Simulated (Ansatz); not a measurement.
# Ge2Sb2Te5 (P-3m1) in Ansatz: relaxation of cell and atoms with LDA

Aim: the relaxation of cell and atoms of Ge2Sb2Te5 with LDA.

All numbers are computed with Ansatz 0.2.0; they aren't measurements. Logs are shortened: lines on timing, memory, paths and dates and some standing lists are left out, and cuts for length are marked.

## 1. The crystal as given

It takes space group P-3m1 (No. 164, trigonal). The conventional cell has a = 4.294 Å, b = 4.294 Å, c = 17.101 Å, α = 90.00°, β = 90.00°, γ = 120.00°. Te (site symmetry 3m) is surrounded by 3 Sb at 3.01 Å. Around Te (site symmetry 3m) lie 3 Ge at 3.00 Å and 3 Sb at 3.20 Å. Te (site symmetry -3m) has 6 Ge at 3.04 Å as nearest neighbours. Around Sb (site symmetry 3m) lie 6 Te at 3.01 to 3.20 Å. Ge (site symmetry 3m) has 6 Te at 3.00 to 3.04 Å as nearest neighbours.

The cell comes from a database or a generator and needn't be the stable form of this composition.

## 2. Relaxation of cell and atoms, LDA

Input file input.yaml:

```yaml
crystal:
  lattice:
    - [4.2940644248, 0.0, 0.0]
    - [-2.1470322124, 3.7187688774, 0.0]
    - [0.0, 0.0, 17.101346]
  atoms:
    - { symbol: Te, position: [0.6666666667, 0.3333333333, 0.419892] }
    - { symbol: Te, position: [0.3333333333, 0.6666666667, 0.580108] }
    - { symbol: Te, position: [0.3333333333, 0.6666666667, 0.201542] }
    - { symbol: Te, position: [0.6666666667, 0.3333333333, 0.798458] }
    - { symbol: Te, position: [0.0, 0.0, 0.0] }
    - { symbol: Sb, position: [0.0, 0.0, 0.320068] }
    - { symbol: Sb, position: [0.0, 0.0, 0.679932] }
    - { symbol: Ge, position: [0.6666666667, 0.3333333333, 0.102895] }
    - { symbol: Ge, position: [0.3333333333, 0.6666666667, 0.897105] }
hamiltonian:
  xc: lda
  pseudopotentials: { kind: paw }
kpoints:
  mp_grid: { grid: [5, 5, 2] }
scf:
  occupations: { method: fermi_dirac, width: 0.05 }
output:
  forces: true
  stress: true
  eigenvalues: true
  write_density: true
  write_potential: true
  elf: true
  volumetric_format: npy
relax:
  f_tol: 0.01
  max_steps: 40
  cell: { stress_tol: 0.05 }
```

Potentials or basis: Ansatz PAW.

The run is started by

```console
$ ansatz run input.yaml --threads 4 --pin off --max-ram 11264MiB --backend cpu --events-out ev --progress --plain --runs-dir out
```

Log:

```text
Warning: RAYON_NUM_THREADS=4 ignored (pool sized by the plan → 4); use --threads N
Engine: ansatz 0.2.0, x86_64-unknown-linux-gnu
Pseudopotentials: kind: paw
Pseudopotential: Te, paw, valence charge 16, recommended cutoff 420 eV (normal), Te.paw.azcp
Pseudopotential: Sb, paw, valence charge 15, recommended cutoff 420 eV (normal), Sb.paw.azcp
Pseudopotential: Ge, paw, valence charge 14, recommended cutoff 420 eV (normal), Ge.paw.azcp
Functional definition: SPW92
  exchange = slater_x
  correlation = pw_c
Crystal: 9 atoms, lattice volume = 273.085 Å³
Basis set: ecut = 420 eV, 5295 PW (Γ)
Bands: 83, of which v1, the nominal top of the filled ones, is band 69 counted from 1 (68 counted from 0)
Symmetry: 12 space group operations
Space group: P-3m1 (ITA 164), of the structure as read, at distance tolerance 6.5e-5 Å
k-points: 10 of 50
Non-local potential: Te, projectors of the file, l = 0: 2, l = 1: 2, l = 2: 2, l = 3: 2
Non-local potential: Sb, projectors of the file, l = 0: 2, l = 1: 2, l = 2: 2, l = 3: 2
Non-local potential: Ge, projectors of the file, l = 0: 2, l = 1: 2, l = 2: 3, l = 3: 1
PAW form: soft (Blöchl's): semilocal exchange-correlation on the pseudo side does not see the compensation charge
PAW frozen core: Te, regenerated for the run's functional, and the local potential with it (the file was generated under x = pbe(κ = 0.804, μ = 0.2195149727645171), c = pbe(β = 0.06672455060314922))
PAW frozen core: Sb, regenerated for the run's functional, and the local potential with it (the file was generated under x = pbe(κ = 0.804, μ = 0.2195149727645171), c = pbe(β = 0.06672455060314922))
PAW frozen core: Ge, regenerated for the run's functional, and the local potential with it (the file was generated under x = pbe(κ = 0.804, μ = 0.2195149727645171), c = pbe(β = 0.06672455060314922))
PAW one-centre angular grid: Te, 590 points (default); XC on 64 Gauss nodes
PAW one-centre angular grid: Sb, 590 points (default); XC on 64 Gauss nodes
PAW one-centre angular grid: Ge, 590 points (default); XC on 64 Gauss nodes
Initial density: superposition of atomic densities (neutral atoms: chi_scale 0, normalization atom), corrected by the library's trained network
Initial wavefunctions: pseudopotential atomic-orbital guess
Functional: x = slater, c = lda
SCF iter   1: F=—  HF=-55239.839429 eV  |F-HF|=—  |Δ(HF+E_count)|=         —  Δρ=4.98e-3  dr2=1.45e-1  ethr=1.77e-3  ⟨swp⟩=6.6  Hψ=3145  notcnv=0  defer=4
preconditioner: auto → Resta (q_TF=auto, 2.435 Å⁻¹)  ε∞=4.6  [insulator: Δε(μ)=0.245 eV  Ē_g=8.202 eV  σ=0.050 eV  W_gap=0.83  n_scr=66 (ndim 8)  ℏωp=15.6 eV  f_vac=0.012  D(μ)=0.20/eV (n_scr^D=0)  ε∞_Penn≈4.6]
SCF iter   2: F=—  HF=-55239.829690 eV  |F-HF|=—  |Δ(HF+E_count)|=   9.74e-3  Δρ=3.13e-3  dr2=2.54e-1  ethr=1.05e-4  ⟨swp⟩=2.8  Hψ=1104  notcnv=0  defer=35
SCF iter   3: F=—  HF=-55239.817893 eV  |F-HF|=—  |Δ(HF+E_count)|=   1.18e-2  Δρ=1.95e-3  dr2=4.18e-2  ethr=1.05e-4  ⟨swp⟩=2.6  Hψ=963  notcnv=0  defer=35
SCF iter   4: F=—  HF=-55239.814678 eV  |F-HF|=—  |Δ(HF+E_count)|=   3.22e-3  Δρ=6.16e-4  dr2=3.16e-3  ethr=3.03e-5  ⟨swp⟩=1.0  Hψ=790  notcnv=0  defer=35
SCF iter   5: F=—  HF=-55239.814337 eV  |F-HF|=—  |Δ(HF+E_count)|=   3.41e-4  Δρ=1.37e-4  dr2=1.39e-4  ethr=2.29e-6  ⟨swp⟩=1.1  Hψ=791  notcnv=0  defer=35
SCF iter   6: F=—  HF=-55239.814315 eV  |F-HF|=—  |Δ(HF+E_count)|=   2.21e-5  Δρ=1.96e-5  dr2=9.00e-7  ethr=1.00e-7  ⟨swp⟩=2.0  Hψ=1066  notcnv=0  defer=35
SCF iter   7: F=—  HF=-55239.814191 eV  |F-HF|=—  |Δ(HF+E_count)|=   1.23e-4  Δρ=1.40e-5  dr2=4.84e-7  ethr=7.25e-11  ⟨swp⟩=16.1  Hψ=7176  notcnv=0
SCF iter   8: F=-55239.814191 eV  HF=-55239.814191 eV  |F-HF|=4.90e-9  |Δ(HF+E_count)|=   1.54e-7  Δρ=2.01e-6  dr2=1.90e-8  ethr=7.25e-11  ⟨swp⟩=7.4  Hψ=5616  notcnv=0
SCF 1 converged in 8 iterations: F = -55239.814191 eV  dr2 = 1.90e-8
[... 67 lines left out ...]
Harris-Foulkes:  -55240.025136 eV  (|F-HF|=3.64e-11)
Internal energy: -55240.021334 eV  (E = F + TS)
E sigma→0 (E₀):  -55240.023235 eV
Entropy (-TS):   -0.003803 eV (-0.423 meV/atom)
Fermi energy:    10.015916 eV
--- Per-component energies (eV) ---
  E_band       = -1852.300163
  E_kinetic    = 1548.553663
  E_local      = -14411.343642  (includes V_loc(G=0)·N_el)
  E_nonlocal   = 41.173268
  E_hartree    = 7667.416326
  E_xc         = -1048.197814
  E_vxc        = -852.312564  (∫ρ·V_xc dr)
  E_paw        = -35272.913473  (= ΣΔE_a)
  E_vpaw       = -3513.203729  (= ΣTr[D̂ρ^β])
  E_aug_tail   = -0.000346  (compensation charges beyond the density's cutoff)
  E_ewald      = -13773.036921
  E_core_change = 8.327605  (= ΣΔE_core)
  E_smearing   = -0.003803  (= −TS)
  E_closure    = -0.000000  (closes the sum)
  Σ components = -55240.025136   (vs F -55240.025136, Δ=0.00e0)
--- Forces (eV/Å), atoms counted from 1 ---
  atom   1  Te    -0.00000000    -0.00000000    -0.00319540
  atom   2  Te    -0.00000000     0.00000000     0.00319540
  atom   3  Te     0.00000000    -0.00000000    -0.00196569
  atom   4  Te    -0.00000000     0.00000000     0.00196569
  atom   5  Te    -0.00000000    -0.00000000     0.00000000
  atom   6  Sb     0.00000000     0.00000000     0.00277917
  atom   7  Sb    -0.00000000    -0.00000000    -0.00277917
  atom   8  Ge     0.00000000     0.00000000     0.00002004
  atom   9  Ge     0.00000000    -0.00000000    -0.00002004
  max |Σ_I F_I| component: 2.60e-18 eV/Å
--- Stress (GPa, compression-positive) ---
        0.019726       0.000000      -0.000000
        0.000000       0.019726      -0.000000
       -0.000000      -0.000000       0.009373
  P = ⅓ Tr σ = 0.0163 GPa (0.163 kbar)
--- Band table (eV; the first three rows and the last of 10) ---
  k-point 0: bands = ["-27.2060", "-27.2060", "-27.2022", "-27.2022", "-27.1966", "-27.1966", "-27.1948", "-27.1948", "-27.1938", "-27.1928", "-27.0383", "-27.0383", "-27.0367", "-27.0367", "-27.0367", "-27.0367", "-27.0180", "-27.0180", "-27.0180", "-27.0180", "-26.9584", "-26.9584", "-26.9523", "-26.9523", "-26.9519", "-19.7059", "-19.7059", "-19.7059", "-19.7059", "-19.6994", "-19.6993", "-19.6985", "-19.6985", "-19.6985", "-19.6985", "-15.1265", "-15.1265", "-15.1249", "-15.1249", "-15.1174", "-15.1174", "-15.1164", "-15.1162", "-15.1160", "-15.1160", "-3.7766", "-3.4770", "-3.2029", "-2.3016", "-1.9612", "0.9283", "1.0776", "2.9258", "4.0976", "7.0678", "7.7612", "7.7612", "7.8559", "7.8559", "7.8682", "8.1080", "8.1080", "8.2364", "8.2364", "8.5379", "8.5379", "8.8389", "9.1100", "9.9777", "10.1088", "10.1088", "10.2051", "10.8230", "10.8230", "10.9452", "11.3845", "11.3845", "11.5934", "12.6739", "12.7693", "12.7693", "14.6938", "14.7055"]
  k-point 1: bands = ["-27.2060", "-27.2060", "-27.2022", "-27.2022", "-27.1966", "-27.1966", "-27.1948", "-27.1948", "-27.1938", "-27.1928", "-27.0383", "-27.0383", "-27.0367", "-27.0367", "-27.0367", "-27.0367", "-27.0180", "-27.0180", "-27.0180", "-27.0180", "-26.9583", "-26.9583", "-26.9523", "-26.9523", "-26.9519", "-19.7059", "-19.7059", "-19.7059", "-19.7059", "-19.6994", "-19.6993", "-19.6985", "-19.6985", "-19.6985", "-19.6985", "-15.1265", "-15.1265", "-15.1249", "-15.1249", "-15.1174", "-15.1174", "-15.1164", "-15.1162", "-15.1160", "-15.1160", "-3.6790", "-3.6729", "-2.9583", "-2.6133", "-1.7542", "0.5141", "1.7030", "2.5117", "4.3189", "6.8537", "7.7658", "7.7658", "7.8531", "7.8531", "8.0612", "8.0612", "8.2262", "8.3870", "8.3870", "8.4181", "8.4181", "8.5310", "9.2524", "9.8115", "10.3184", "10.3184", "10.4759", "10.4759", "10.4833", "10.7413", "11.6111", "11.6111", "11.6458", "12.6755", "12.6755", "12.6951", "14.6663", "14.7304"]
  k-point 2: bands = ["-27.2056", "-27.2055", "-27.2024", "-27.2014", "-27.1972", "-27.1969", "-27.1953", "-27.1944", "-27.1932", "-27.1920", "-27.0379", "-27.0379", "-27.0370", "-27.0370", "-27.0368", "-27.0368", "-27.0180", "-27.0180", "-27.0173", "-27.0173", "-26.9585", "-26.9580", "-26.9525", "-26.9519", "-26.9514", "-19.7072", "-19.7072", "-19.7046", "-19.7046", "-19.6994", "-19.6994", "-19.6980", "-19.6980", "-19.6980", "-19.6980", "-15.1279", "-15.1260", "-15.1260", "-15.1244", "-15.1178", "-15.1170", "-15.1167", "-15.1157", "-15.1156", "-15.1153", "-3.3965", "-3.1066", "-2.8527", "-2.0205", "-1.7300", "0.9777", "1.1014", "2.3368", "3.2317", "5.6155", "5.8009", "6.3443", "6.8421", "6.8433", "7.0440", "7.0836", "7.4963", "7.7322", "8.0718", "8.1138", "8.3674", "8.7292", "9.4084", "9.5758", "10.4982", "10.6031", "10.8464", "11.3680", "11.5459", "12.0118", "12.0903", "12.2558", "12.9188", "13.2679", "13.3144", "13.5364", "14.0136", "14.1700"]
  k-point 9: bands = ["-27.2052", "-27.2037", "-27.2026", "-27.2003", "-27.1983", "-27.1969", "-27.1962", "-27.1937", "-27.1915", "-27.1913", "-27.0375", "-27.0374", "-27.0371", "-27.0371", "-27.0370", "-27.0370", "-27.0174", "-27.0174", "-27.0162", "-27.0162", "-26.9586", "-26.9578", "-26.9523", "-26.9513", "-26.9505", "-19.7087", "-19.7087", "-19.7047", "-19.7047", "-19.6994", "-19.6994", "-19.6966", "-19.6966", "-19.6955", "-19.6955", "-15.1293", "-15.1274", "-15.1264", "-15.1245", "-15.1177", "-15.1168", "-15.1163", "-15.1154", "-15.1142", "-15.1138", "-1.6861", "-1.6186", "-1.5861", "-1.5241", "-1.4029", "0.0647", "0.0887", "1.0132", "1.4619", "4.0698", "4.7894", "5.1340", "5.2197", "5.2890", "5.3303", "5.5123", "6.5441", "6.8739", "7.3466", "7.3713", "7.3946", "8.2243", "9.1689", "9.1997", "10.5013", "10.7432", "11.5548", "11.5796", "12.3399", "12.3856", "13.1005", "13.1783", "13.6619", "13.7998", "14.5307", "14.8464", "14.9677", "15.5673"]
--- Relaxed structure (5 steps of the walk, 5 accepted, 1 SCFs on fresh bases) ---
  F+E_penalty+E_count = -55240.02513641 eV   max|allowed force component| = 3.195e-3 eV/Å   (the final SCF, on the basis selected at the relaxed cell)
  cell:  # Å, volume = 255.3495 Å³
    - [4.190704125245397, 9.517797474639308e-33, 4.758898737319653e-33]
    - [-2.0953520626226987, 3.629256232206758, 3.765630057960339e-32]
    - [0.0, 2.3284590946810925e-31, 16.789211955413677]
  atoms:
    - { symbol: Te, position: [0.6666666666666665, 0.33333333333333326, 0.4183147173299003] }
    - { symbol: Te, position: [0.33333333333333326, 0.6666666666666665, 0.5816852826700994] }
    - { symbol: Te, position: [0.33333333333333326, 0.6666666666666665, 0.1976096564600432] }
    - { symbol: Te, position: [0.6666666666666665, 0.33333333333333326, 0.8023903435399566] }
    - { symbol: Te, position: [6.80080793823936e-34, -1.438595830360411e-35, 4.3674622449862103e-20] }
    - { symbol: Sb, position: [6.19156778128765e-33, 8.821109982812409e-33, 0.3167223259981812] }
    - { symbol: Sb, position: [-4.303098970945566e-33, -8.580145181227046e-33, 0.6832776740018188] }
    - { symbol: Ge, position: [0.6666666666666665, 0.33333333333333326, 0.10053199520981893] }
    - { symbol: Ge, position: [0.33333333333333326, 0.6666666666666665, 0.8994680047901811] }
```

Wall time 28 s (4 threads of Intel Xeon Platinum 8259CL at 2.50GHz (Skylake/Cascade Lake), shared host); peak memory 0.97 GiB.

What came out:

```
Free energy                            : -55240.0251 eV
Relaxed volume                         : 28.37 Å³/atom
Relaxed cell                           : a = 4.191 Å, b = 4.191 Å, c = 16.789 Å, α = 90.00°, β = 90.00°, γ = 120.00°
Space group after relaxing (to 0.05 Å) : P-3m1 (No. 164)
Energy gained by relaxing              : 23.4 meV/atom
Ionic steps                            : 6
Pressure after relaxing                : 0.0 GPa
Largest force after relaxing           : 0.003 eV/Å
Band gap on the k mesh                 : 0.13 eV, direct
```

Forces on the atoms (eV/Å):
```
Te   0.000  0.000 -0.003
Te   0.000  0.000  0.003
Te   0.000  0.000 -0.002
Te   0.000  0.000  0.002
Te   0.000  0.000  0.000
Sb   0.000  0.000  0.003
Sb   0.000  0.000 -0.003
Ge   0.000  0.000  0.000
Ge   0.000  0.000  0.000
```

Step by step:
```tsv
step	energy change (eV)	largest force (eV/Å)	volume (Å³)
1	0.0000	0.2634	273.09
2	-0.0916	0.3117	243.96
3	-0.2126	0.0431	256.58
4	-0.2147	0.0042	255.65
5	-0.2149	0.0033	255.35
6	-0.2109	0.0032	255.35
```

Final structure:
```
CELL_PARAMETERS angstrom
4.19070 0.00000 0.00000
-2.09535 3.62926 0.00000
0.00000 0.00000 16.78921
ATOMIC_POSITIONS crystal
Te 0.66667 0.33333 0.41831
Te 0.33333 0.66667 0.58169
Te 0.33333 0.66667 0.19761
Te 0.66667 0.33333 0.80239
Te 0.00000 0.00000 0.00000
Sb 0.00000 0.00000 0.31672
Sb 0.00000 0.00000 0.68328
Ge 0.66667 0.33333 0.10053
Ge 0.33333 0.66667 0.89947
```

Caveat: odd divisions of the mesh miss points on the zone boundary, where band edges often lie, so the gap on the mesh can be too wide; the plane-wave basis is chosen anew once the cell has moved, so the energies of steps on either side of that aren't comparable; spin-orbit coupling is left out, which moves the levels of the heavy elements; the PAW data sets come from PBE, with cores solved anew for the run's functional, which leaves a small shift of forces and pressure. A k mesh can miss the band edges.
